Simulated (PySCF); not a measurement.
# C₄H₈F₂Si: NMR shifts at several levels of theory

Aim: compute the NMR shifts of C₄H₈F₂Si (`F[Si]1(F)CCCC1`) at several levels, and see how far they spread and what each costs.

Programs: PySCF 2.14.0, with density-fitted response routines of our own. Each step states its level of theory. These are calculated values for one molecule in the gas phase, unless marked as measured. Atoms are numbered from 0 throughout.

## (1) Starting geometry

15 atoms, charge 0, multiplicity 1; geometry from: GFN2-xTB.

Bonds of the start (Å): F0–Si1 1.61, Si1–F2 1.61, Si1–C3 1.89, C3–C4 1.54, C4–C5 1.53, C5–C6 1.54, C6–Si1 1.89, C3–H7 1.09, C3–H8 1.09, C4–H9 1.09, C4–H10 1.09, C5–H11 1.09, C5–H12 1.09, C6–H13 1.09, C6–H14 1.09.

## (2) Optimising the geometry at PBE0-D3(BJ)/def2-SVP

Job settings and geometry (Å):

```
{"job": {"xc": "PBE0", "basis": "def2-SVP", "d3": "d3bj", "grid": 1, "kind": "geom"}, "charge": 0, "multiplicity": 1}
F      1.333080     1.239790     0.897190
Si     0.426420     0.379110    -0.110760
F      1.033690     0.864210    -1.517820
C      0.427240    -1.486980     0.190630
C     -1.056490    -1.878920     0.089230
C     -1.902250    -0.751320     0.686620
C     -1.443500     0.583550     0.075860
H      0.800750    -1.716750     1.189010
H      1.026870    -2.062660    -0.511230
H     -1.252420    -2.823170     0.598550
H     -1.323120    -2.001920    -0.962320
H     -2.963850    -0.924980     0.507060
H     -1.743450    -0.724180     1.766450
H     -1.750610     1.419280     0.701010
H     -1.916580     0.724800    -0.896420
```

Standard output:

```text
step   0  E = -645.71389021  max force = 0.015265
step   1  E = -645.71735815  max force = 0.003902
step   2  E = -645.71762663  max force = 0.001286
step   3  E = -645.71764561  max force = 0.000494
step   4  E = -645.71765247  max force = 0.000352
optimisation converged
```

Run time: 2.8 min. Hardware: 8 threads of Intel Xeon at 2.50GHz (Skylake/Cascade Lake), shared host.

Step by step:

```tsv
step	energy from step 0 (eV)	largest force component (eV/Å)
0	0.0000	0.7850
1	-0.0944	0.2006
2	-0.1017	0.0661
3	-0.1022	0.0254
4	-0.1024	0.0181
```

Close pairs (by a distance rule), those that changed most:

```tsv
bond	before (Å)	after (Å)	change (Å)
Si1–C3	1.890	1.865	-0.025
Si1–C6	1.890	1.865	-0.025
F0–Si1	1.606	1.621	+0.015
Si1–F2	1.607	1.621	+0.013
C6–H14	1.090	1.104	+0.013
C3–H7	1.090	1.103	+0.013
C5–H12	1.092	1.104	+0.013
C4–H10	1.092	1.104	+0.012
```

The next job starts from the end point, and lists it.

```tsv
at the end point	value
point group (found at 0.08 Å tolerance)	C2
rotational constants (GHz, main isotopes)	3.302, 1.688, 1.609
dipole moment (D)	2.53
```

## (3) Nuclear shieldings: PBE0/pcSseg-2

Job settings and geometry (Å):

```
{"job": {"kind": "nmr", "xc": "PBE0", "basis": "pcSseg-2", "pop": false}, "charge": 0, "multiplicity": 1}
F      1.276470     1.150726     1.023923
Si     0.406248     0.341170    -0.078247
F      1.001728     0.804193    -1.512576
C      0.435534    -1.505602     0.181631
C     -1.057557    -1.867829     0.069542
C     -1.900632    -0.731514     0.669794
C     -1.432504     0.612478     0.080392
H      0.813038    -1.714462     1.197223
H      1.073011    -2.056943    -0.524091
H     -1.285853    -2.829436     0.555459
H     -1.326072    -1.987253    -0.994860
H     -2.975276    -0.903991     0.501243
H     -1.757194    -0.719754     1.764701
H     -1.715417     1.479673     0.693965
H     -1.859744     0.768403    -0.925039
```

Level: GIAO PBE0/pcSseg-2 NMR shielding, non-relativistic, gas phase.

Standard output:

```text
coarse grid: 13104 points
cycle   1  E = -646.1248641272  dE =  6.411e-01  |g| = 8.059e-01  |ddm| = 2.714e+00
cycle   2  E = -646.0326226704  dE =  9.224e-02  |g| = 1.151e+00  |ddm| = 9.706e-01
cycle   3  E = -646.2357219886  dE = -2.031e-01  |g| = 8.558e-02  |ddm| = 5.588e-01
cycle   4  E = -646.2369677789  dE = -1.246e-03  |g| = 3.617e-02  |ddm| = 7.105e-02
cycle   5  E = -646.2372564156  dE = -2.886e-04  |g| = 6.379e-03  |ddm| = 2.761e-02
cycle   6  E = -646.2372643701  dE = -7.954e-06  |g| = 1.726e-03  |ddm| = 5.804e-03
final grid: 122944 points
cycle   7  E = -646.2392511720  dE = -1.066e-04  |g| = 8.162e-03  |ddm| = 5.296e-02
cycle   8  E = -646.2392409288  dE =  1.024e-05  |g| = 1.028e-02  |ddm| = 1.261e-02
cycle   9  E = -646.2392676643  dE = -2.674e-05  |g| = 6.550e-04  |ddm| = 7.530e-03
cycle  10  E = -646.2392677148  dE = -5.044e-08  |g| = 3.888e-04  |ddm| = 5.272e-04
cycle  11  E = -646.2392677353  dE = -2.055e-08  |g| = 6.705e-05  |ddm| = 1.777e-04
cycle  12  E = -646.2392677360  dE = -6.760e-10  |g| = 1.362e-05  |ddm| = 5.073e-05
converged SCF energy = -646.2392677360

GIAO shielding tensors (ppm)
atom      isotropic    diamagn.    paramagn.     s11        s22        s33       span
  0 F      320.572     468.513    -147.941    251.593    343.882    366.243    114.650
  1 Si     312.067     876.041    -563.974    261.373    292.372    382.458    121.085
  2 F      320.745     468.536    -147.791    251.433    344.360    366.442    115.009
  3 C      173.682     250.035     -76.352    164.178    173.676    183.192     19.014
  4 C      156.568     243.161     -86.593    143.589    157.269    168.844     25.255
  5 C      156.554     243.206     -86.652    143.590    157.234    168.838     25.248
  6 C      173.566     250.029     -76.463    164.024    173.580    183.093     19.069
  7 H       30.712      31.083      -0.371     26.398     28.212     37.527     11.129
  8 H       30.283      30.207       0.076     26.222     27.542     37.084     10.862
  9 H       29.220      27.202       2.018     24.158     27.207     36.295     12.138
 10 H       29.951      30.084      -0.134     25.385     28.068     36.399     11.014
 11 H       29.220      27.228       1.992     24.162     27.201     36.297     12.136
 12 H       29.948      30.071      -0.122     25.412     28.052     36.381     10.968
 13 H       30.278      30.217       0.061     26.239     27.522     37.074     10.835
 14 H       30.712      31.152      -0.440     26.407     28.191     37.539     11.132
```

It took 3.3 min on 8 threads of Intel Xeon at 2.50GHz (Skylake/Cascade Lake), shared host.

The references, computed at this level on geometries of the same kind, shield at (ppm): ¹H TMS 31.25, ¹³C TMS 184.1, ²⁹Si TMS 341.3, ¹⁹F CFCl3 175.8. Their shielding less the atom's gives the shift. The references are single molecules in the gas phase, so shifts against H2O, NH3, PH3, H3PO4 or CFCl3 are not on the usual liquid scales and can be off by tens of ppm. Atoms listed in one row are averaged.

```tsv
atoms	environment	σ (ppm)	δ (ppm)
C4, C5	sp3 CH2 in a ring	156.6	27.6
C3, C6	sp3 CH2 bonded to Si	173.6	10.5
H9, H10, H11, H12	hydrogen on an sp3 CH2 in a ring	29.58	1.66
H7, H8, H13, H14	hydrogen on an sp3 CH2 bonded to Si	30.50	0.75
F0, F2	fluorine bonded to Si	320.7	-144.9
Si1	silicon bonded to 2 C, 2 F, in a 5-membered ring	312.1	29.2
```

Ring of atoms Si1, C3, C4, C5, C6: NICS(0) -4.0, NICS(1) -3.0, NICS(1)zz -1.2 ppm (means of both faces).

## (4) NMR shieldings: PBE/pcSseg-2

Settings changed since step 3:

```diff
@@ -1,2 +1,2 @@
-{"job": {"kind": "nmr", "xc": "PBE0", "basis": "pcSseg-2", "pop": false}, "charge": 0, "multiplicity": 1}
+{"job": {"kind": "nmr", "xc": "PBE", "basis": "pcSseg-2", "pop": false}, "charge": 0, "multiplicity": 1}
 F      1.276470     1.150726     1.023923
```

Level: GIAO PBE/pcSseg-2 NMR shielding, non-relativistic, gas phase.

Standard output:

```text
coarse grid: 13104 points
cycle   1  E = -646.0033195571  dE =  5.469e-01  |g| = 9.737e-01  |ddm| = 2.767e+00
cycle   2  E = -645.6086267778  dE =  3.947e-01  |g| = 1.799e+00  |ddm| = 1.672e+00
cycle   3  E = -646.1790387645  dE = -5.704e-01  |g| = 1.641e-01  |ddm| = 1.146e+00
cycle   4  E = -646.1835276561  dE = -4.489e-03  |g| = 6.842e-02  |ddm| = 1.357e-01
cycle   5  E = -646.1844941218  dE = -9.665e-04  |g| = 1.595e-02  |ddm| = 5.346e-02
cycle   6  E = -646.1845454832  dE = -5.136e-05  |g| = 5.724e-03  |ddm| = 1.658e-02
cycle   7  E = -646.1845524774  dE = -6.994e-06  |g| = 1.298e-03  |ddm| = 4.478e-03
final grid: 122944 points
cycle   8  E = -646.1883161792  dE = -1.633e-04  |g| = 1.145e-02  |ddm| = 7.194e-02
cycle   9  E = -646.1882499778  dE =  6.620e-05  |g| = 1.962e-02  |ddm| = 2.119e-02
cycle  10  E = -646.1883479424  dE = -9.796e-05  |g| = 2.138e-03  |ddm| = 1.451e-02
cycle  11  E = -646.1883485809  dE = -6.384e-07  |g| = 8.692e-04  |ddm| = 1.504e-03
cycle  12  E = -646.1883486864  dE = -1.055e-07  |g| = 9.880e-05  |ddm| = 4.235e-04
cycle  13  E = -646.1883486881  dE = -1.670e-09  |g| = 5.164e-05  |ddm| = 1.236e-04
cycle  14  E = -646.1883486887  dE = -5.762e-10  |g| = 1.089e-05  |ddm| = 3.827e-05
converged SCF energy = -646.1883486887

GIAO shielding tensors (ppm)
atom      isotropic    diamagn.    paramagn.     s11        s22        s33       span
  0 F      304.008     468.361    -164.353    231.176    330.171    350.677    119.501
  1 Si     291.720     876.371    -584.651    242.348    274.255    358.557    116.209
  2 F      304.206     468.384    -164.178    230.993    330.701    350.924    119.931
  3 C      167.552     249.701     -82.149    158.131    166.709    177.816     19.684
  4 C      149.992     242.777     -92.786    136.343    151.022    162.610     26.268
  5 C      149.978     242.823     -92.845    136.350    150.983    162.600     26.250
  6 C      167.435     249.703     -82.268    157.990    166.604    177.710     19.720
  7 H       30.606      31.092      -0.487     26.443     28.330     37.045     10.602
  8 H       30.165      30.308      -0.143     26.373     27.653     36.468     10.095
  9 H       29.064      27.459       1.605     24.194     27.237     35.762     11.568
 10 H       29.805      30.008      -0.203     25.332     28.141     35.942     10.611
 11 H       29.064      27.479       1.585     24.199     27.231     35.764     11.565
 12 H       29.803      29.998      -0.195     25.359     28.125     35.924     10.565
 13 H       30.160      30.317      -0.157     26.390     27.633     36.458     10.068
 14 H       30.607      31.156      -0.549     26.452     28.309     37.059     10.607
```

Run time: 2.6 min. Hardware: 8 threads of Intel Xeon at 2.50GHz (Skylake/Cascade Lake), shared host.

This run: δ C4 29.4, C3 11.9, F0 -161.2, Si1 31.7, H9 1.74, H7 0.79 ppm (means over like atoms).

## (5) Shielding tensors: wB97X-D/pcSseg-2

Settings changed since step 4:

```diff
@@ -1,2 +1,2 @@
-{"job": {"kind": "nmr", "xc": "PBE", "basis": "pcSseg-2", "pop": false}, "charge": 0, "multiplicity": 1}
+{"job": {"kind": "nmr", "xc": "wB97X-D", "basis": "pcSseg-2", "pop": false}, "charge": 0, "multiplicity": 1}
 F      1.276470     1.150726     1.023923
```

With the program's defaults for keys left out, this is: GIAO wB97X-D/pcSseg-2 NMR shielding, non-relativistic, gas phase.

Standard output:

```text
coarse grid: 13104 points
cycle   1  E = -646.5244455133  dE =  8.250e-01  |g| = 7.801e-01  |ddm| = 2.659e+00
cycle   2  E = -646.5135158112  dE =  1.093e-02  |g| = 9.179e-01  |ddm| = 7.455e-01
cycle   3  E = -646.6254105961  dE = -1.119e-01  |g| = 5.237e-02  |ddm| = 3.597e-01
cycle   4  E = -646.6259367098  dE = -5.261e-04  |g| = 2.905e-02  |ddm| = 5.589e-02
cycle   5  E = -646.6261321873  dE = -1.955e-04  |g| = 4.398e-03  |ddm| = 2.639e-02
cycle   6  E = -646.6261367816  dE = -4.594e-06  |g| = 1.182e-03  |ddm| = 4.788e-03
final grid: 122944 points
cycle   7  E = -646.6331188851  dE = -3.042e-04  |g| = 1.160e-02  |ddm| = 6.239e-02
cycle   8  E = -646.6331173932  dE =  1.492e-06  |g| = 1.287e-02  |ddm| = 1.330e-02
cycle   9  E = -646.6331439220  dE = -2.653e-05  |g| = 9.091e-04  |ddm| = 5.735e-03
cycle  10  E = -646.6331440241  dE = -1.020e-07  |g| = 5.068e-04  |ddm| = 9.517e-04
cycle  11  E = -646.6331440729  dE = -4.884e-08  |g| = 7.174e-05  |ddm| = 3.619e-04
cycle  12  E = -646.6331440741  dE = -1.233e-09  |g| = 1.799e-05  |ddm| = 8.733e-05
cycle  13  E = -646.6331440743  dE = -1.223e-10  |g| = 4.223e-06  |ddm| = 3.259e-05
converged SCF energy = -646.6331440743

GIAO shielding tensors (ppm)
atom      isotropic    diamagn.    paramagn.     s11        s22        s33       span
  0 F      324.598     468.244    -143.646    257.149    346.937    369.708    112.559
  1 Si     312.824     875.808    -562.984    263.721    292.187    382.564    118.844
  2 F      324.747     468.264    -143.516    256.994    347.369    369.878    112.884
  3 C      174.113     249.387     -75.273    164.629    174.344    183.368     18.739
  4 C      157.198     241.672     -84.474    144.545    157.701    169.349     24.805
  5 C      157.187     241.738     -84.550    144.546    157.671    169.346     24.800
  6 C      174.000     249.362     -75.361    164.470    174.263    183.269     18.799
  7 H       30.839      31.122      -0.284     26.547     28.326     37.643     11.097
  8 H       30.423      30.272       0.151     26.336     27.670     37.264     10.928
  9 H       29.394      27.405       1.989     24.346     27.366     36.471     12.124
 10 H       30.110      30.000       0.110     25.580     28.188     36.561     10.980
 11 H       29.393      27.432       1.961     24.349     27.358     36.471     12.122
 12 H       30.108      29.992       0.116     25.608     28.172     36.544     10.936
 13 H       30.417      30.282       0.135     26.350     27.648     37.253     10.903
 14 H       30.838      31.185      -0.347     26.554     28.304     37.654     11.100
```

Wall time 3.7 min (8 threads of Intel Xeon at 2.50GHz (Skylake/Cascade Lake), shared host).

This run: δ C4 27.2, C3 10.4, F0 -138.3, Si1 27.9, H9 1.60, H7 0.73 ppm (means over like atoms).

## (6) NMR shieldings: KT2/pcSseg-2

Settings changed since step 5:

```diff
@@ -1,2 +1,2 @@
-{"job": {"kind": "nmr", "xc": "wB97X-D", "basis": "pcSseg-2", "pop": false}, "charge": 0, "multiplicity": 1}
+{"job": {"kind": "nmr", "xc": "KT2", "basis": "pcSseg-2", "pop": false}, "charge": 0, "multiplicity": 1}
 F      1.276470     1.150726     1.023923
```

Method: GIAO KT2/pcSseg-2 NMR shielding, non-relativistic, gas phase.

Standard output:

```text
coarse grid: 13104 points
cycle   1  E = -654.3848411825  dE =  6.040e-01  |g| = 1.068e+00  |ddm| = 2.727e+00
cycle   2  E = -653.8800694405  dE =  5.048e-01  |g| = 2.049e+00  |ddm| = 1.823e+00
cycle   3  E = -654.5787926703  dE = -6.987e-01  |g| = 2.103e-01  |ddm| = 1.307e+00
cycle   4  E = -654.5873210194  dE = -8.528e-03  |g| = 8.791e-02  |ddm| = 1.966e-01
cycle   5  E = -654.5890750520  dE = -1.754e-03  |g| = 1.637e-02  |ddm| = 6.866e-02
cycle   6  E = -654.5891244615  dE = -4.941e-05  |g| = 6.928e-03  |ddm| = 1.833e-02
cycle   7  E = -654.5891342116  dE = -9.750e-06  |g| = 1.903e-03  |ddm| = 5.772e-03
final grid: 122944 points
cycle   8  E = -654.6068348413  dE = -4.686e-04  |g| = 2.958e-02  |ddm| = 1.764e-01
cycle   9  E = -654.6064660761  dE =  3.688e-04  |g| = 5.422e-02  |ddm| = 4.207e-02
cycle  10  E = -654.6069608174  dE = -4.947e-04  |g| = 4.711e-03  |ddm| = 2.987e-02
cycle  11  E = -654.6069638173  dE = -3.000e-06  |g| = 9.833e-04  |ddm| = 3.526e-03
cycle  12  E = -654.6069640684  dE = -2.511e-07  |g| = 2.890e-04  |ddm| = 1.268e-03
cycle  13  E = -654.6069640850  dE = -1.662e-08  |g| = 1.177e-04  |ddm| = 2.807e-04
cycle  14  E = -654.6069640884  dE = -3.430e-09  |g| = 1.159e-05  |ddm| = 1.124e-04
cycle  15  E = -654.6069640885  dE = -2.842e-11  |g| = 3.682e-06  |ddm| = 1.175e-05
converged SCF energy = -654.6069640885

GIAO shielding tensors (ppm)
atom      isotropic    diamagn.    paramagn.     s11        s22        s33       span
  0 F      304.199     468.948    -164.749    228.479    333.848    350.269    121.791
  1 Si     317.458     878.459    -561.001    270.062    299.901    382.411    112.349
  2 F      304.461     468.969    -164.508    228.330    334.372    350.680    122.350
  3 C      170.841     249.352     -78.511    161.332    169.721    181.471     20.140
  4 C      153.193     242.362     -89.169    139.892    154.347    165.338     25.446
  5 C      153.177     242.403     -89.227    139.902    154.305    165.324     25.422
  6 C      170.727     249.359     -78.632    161.194    169.612    181.374     20.181
  7 H       30.622      30.846      -0.223     26.385     28.292     37.190     10.805
  8 H       30.120      29.987       0.133     26.279     27.595     36.485     10.206
  9 H       29.002      26.964       2.039     24.093     27.180     35.734     11.641
 10 H       29.805      29.886      -0.081     25.275     28.125     36.015     10.740
 11 H       29.003      26.992       2.011     24.098     27.175     35.736     11.638
 12 H       29.803      29.872      -0.069     25.303     28.108     35.998     10.695
 13 H       30.115      30.000       0.115     26.296     27.575     36.474     10.177
 14 H       30.623      30.910      -0.287     26.394     28.271     37.204     10.811
```

Wall time 2.6 min (8 threads of Intel Xeon at 2.50GHz (Skylake/Cascade Lake), shared host).

This run: δ C4 29.1, C3 11.5, F0 -168.0, Si1 33.5, H9 1.77, H7 0.81 ppm (means over like atoms).

## (7) NMR shieldings: HF/pcSseg-2

Settings changed since step 6:

```diff
@@ -1,2 +1,2 @@
-{"job": {"kind": "nmr", "xc": "KT2", "basis": "pcSseg-2", "pop": false}, "charge": 0, "multiplicity": 1}
+{"job": {"kind": "nmr", "xc": "HF", "basis": "pcSseg-2", "pop": false}, "charge": 0, "multiplicity": 1}
 F      1.276470     1.150726     1.023923
```

Method: GIAO HF/pcSseg-2 NMR shielding, non-relativistic, gas phase.

Standard output:

```text
final grid: 122944 points
cycle   1  E = -644.1285265213  dE =  1.084e+00  |g| = 7.174e-01  |ddm| = 2.640e+00
cycle   2  E = -644.2195090263  dE = -9.098e-02  |g| = 4.322e-01  |ddm| = 6.027e-01
cycle   3  E = -644.2466194593  dE = -2.711e-02  |g| = 6.887e-02  |ddm| = 2.016e-01
cycle   4  E = -644.2482186480  dE = -1.599e-03  |g| = 1.096e-02  |ddm| = 8.793e-02
cycle   5  E = -644.2482607714  dE = -4.212e-05  |g| = 2.568e-03  |ddm| = 1.495e-02
cycle   6  E = -644.2482642946  dE = -3.523e-06  |g| = 7.346e-04  |ddm| = 5.251e-03
cycle   7  E = -644.2482645575  dE = -2.628e-07  |g| = 2.405e-04  |ddm| = 1.389e-03
cycle   8  E = -644.2482645889  dE = -3.145e-08  |g| = 5.652e-05  |ddm| = 5.305e-04
cycle   9  E = -644.2482645904  dE = -1.450e-09  |g| = 1.559e-05  |ddm| = 9.234e-05
cycle  10  E = -644.2482645905  dE = -1.023e-10  |g| = 4.259e-06  |ddm| = 2.430e-05
converged SCF energy = -644.2482645905

GIAO shielding tensors (ppm)
atom      isotropic    diamagn.    paramagn.     s11        s22        s33       span
  0 F      357.884     469.574    -111.690    300.145    373.715    399.791     99.646
  1 Si     369.390     873.673    -504.283    316.363    346.742    445.066    128.703
  2 F      358.008     469.596    -111.588    300.012    374.106    399.908     99.896
  3 C      184.406     247.586     -63.180    174.868    185.582    192.769     17.901
  4 C      167.284     239.391     -72.107    157.064    166.829    177.959     20.895
  5 C      167.265     239.446     -72.181    157.045    166.805    177.946     20.901
  6 C      184.293     247.576     -63.284    174.679    185.522    192.678     17.999
  7 H       31.294      31.265       0.029     26.858     28.448     38.576     11.718
  8 H       30.873      30.268       0.605     26.483     27.778     38.358     11.875
  9 H       29.819      26.942       2.876     24.552     27.520     37.384     12.832
 10 H       30.586      30.260       0.326     25.998     28.341     37.420     11.422
 11 H       29.818      26.978       2.839     24.555     27.512     37.386     12.831
 12 H       30.585      30.242       0.343     26.026     28.325     37.403     11.377
 13 H       30.869      30.279       0.590     26.499     27.759     38.349     11.851
 14 H       31.293      31.346      -0.053     26.867     28.428     38.584     11.718
```

Wall time 80 s (8 threads of Intel Xeon at 2.50GHz (Skylake/Cascade Lake), shared host).

This run: δ C4 24.2, C3 7.1, F0 -112.7, Si1 13.6, H9 1.48, H7 0.60 ppm (means over like atoms).

## (8) Run by run: NMR shifts

Shifts (ppm), means over like atoms, with basis size and wall time:

```tsv
run	C4	C3	H9	H7	F0	Si1	functions	time
PBE0/pcSseg-2	27.6	10.5	1.66	0.75	-144.9	29.2	371	3.3 min
PBE/pcSseg-2	29.4	11.9	1.74	0.79	-161.2	31.7	371	2.6 min
wB97X-D/pcSseg-2	27.2	10.4	1.60	0.73	-138.3	27.9	371	3.7 min
KT2/pcSseg-2	29.1	11.5	1.77	0.81	-168.0	33.5	371	2.6 min
HF/pcSseg-2	24.2	7.1	1.48	0.60	-112.7	13.6	371	80 s
```

## (9) Outcome

| quantity | value |
| --- | --- |
| point group | C2 |
| rotational constants (main isotopes) | 3.30, 1.69, 1.61 GHz |
| ¹³C shifts against TMS (PBE0/pcSseg-2, means over atoms taken as alike) | 27.6, 10.5 ppm |
| ¹H shifts against TMS (PBE0/pcSseg-2, means over atoms taken as alike) | 1.66, 0.75 ppm |
| ¹⁹F shifts against CFCl3 (PBE0/pcSseg-2, means over atoms taken as alike) | -144.9 ppm |
| ²⁹Si shifts against TMS (PBE0/pcSseg-2) | 29.2 ppm |
| range of the shift of F0 | -168.0 to -112.7 ppm |

Single values in the summary come from the first run of each kind that ended normally (PBE0/pcSseg-2), which need not be the best level. The optimisation took 4 steps and gained 0.102 eV; among the close pairs (by a distance rule), Si1–C3 changed most, from 1.890 to 1.865 Å. Across the 5 runs the shift of F0 (with its like atoms) moves most, between -168.0 (KT2/pcSseg-2) and -112.7 ppm (HF/pcSseg-2).
